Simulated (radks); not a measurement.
**Excited configurations of Se**

The task here is to estimate one member of a computed series from the others.

The numbers are computed with radks (a radial shooting solver on a logarithmic mesh, Libxc functionals) version 1 (scalar-relativistic Kohn-Sham, PBE, spin-polarised, spherical densities, point nucleus; open shells are filled with parallel spins first), except any that are marked as measured or tabulated.

1 further run of the same task is left out (it didn't finish).

**The system**

```
element       : selenium (Z = 34)
charge        : 0
electrons     : 34
configuration : [Ar] 3d10 4s2 4p4
```

Outer shells as boxes (Hund's rule):

Se
```
[Ar] core
3d [↑↓][↑↓][↑↓][↑↓][↑↓]
4s [↑↓]
4p [↑↓][↑ ][↑ ]
```

Set-up of the first run:

Settings of this run:

```text
Z 34
configuration [Ar] 3d10 4s2 4p4
relativity scalar-relativistic
functional pbe,pbe
spin polarised
nucleus point
c 137.035999084
```

Steps of the session up to this table: Ground configuration: [Ar] 3d10 4s2 4p4.

One of the session's tables, all rows but one given; the rest of the session is left out.

It belongs to the step «Ground configuration: [Ar] 3d10 4s2 4p4». Sizes of the orbitals, from the radial functions (bohr):

| level | <r> | outermost maximum (interpolated) | 90 % within | nodes |
| --- | --- | --- | --- | --- |
| 3p up | 0.5897 | 0.500 | 0.903 | 1 |
| 3p down | 0.5894 | 0.500 | 0.902 | 1 |
| 3d up | ? | ? | ? | ? |
| 3d down | 0.6296 | 0.453 | 1.04 | 0 |
| 4s up | 1.796 | 1.52 | 2.68 | 3 |
| 4s down | 1.795 | 1.50 | 2.70 | 3 |
| 4p up | 2.277 | 1.81 | 3.52 | 2 |
| 4p down | 2.344 | 1.81 | 3.69 | 2 |

Estimate the missing values for 3d up.

The run gave: <r>: 0.6317; outermost maximum (interpolated): 0.453; 90 % within: 1.05; nodes: 0. In the column «<r>» it lies between 3d down (0.6296) and 4s down (1.795).

Limits of these values: Open shells are spherical and high-spin; term and fine-structure splittings are not resolved.
